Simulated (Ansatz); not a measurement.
Crystal: Te.

```
Te
1.0
     5.22326    0.00000    0.00000
     0.00000    5.22326    0.00000
     0.00000    0.00000    5.22326
Te
4
Direct
  0.87500 0.12500 0.62500
  0.37500 0.37500 0.37500
  0.12500 0.62500 0.87500
  0.62500 0.87500 0.12500
```

The cell was built by a generator and needn't be a form met in nature.

Base run:

```yaml
Program: Ansatz 0.2.0
Functional: HSE06 form with a typed share of exact exchange
Potentials_or_basis: Ansatz PAW
Cutoff: "420 eV (not typed: the program's choice for these potentials)"
k_mesh: 3 × 3 × 3
Occupations: fermi-dirac, width 0.05 eV
Spin: no spin polarisation
```

Its results: pressure -3.4 GPa.

Q: The run is repeated on the same cell with these changes: share of exact exchange from 0.5 to 0.05. What comes out?

A: Pressure -0.2 GPa.

Caveats: some runs use coarse meshes; the PAW data sets come from PBE, with cores solved anew for the run's functional, which leaves a small shift of forces and pressure; the thresholds are loose for stress.
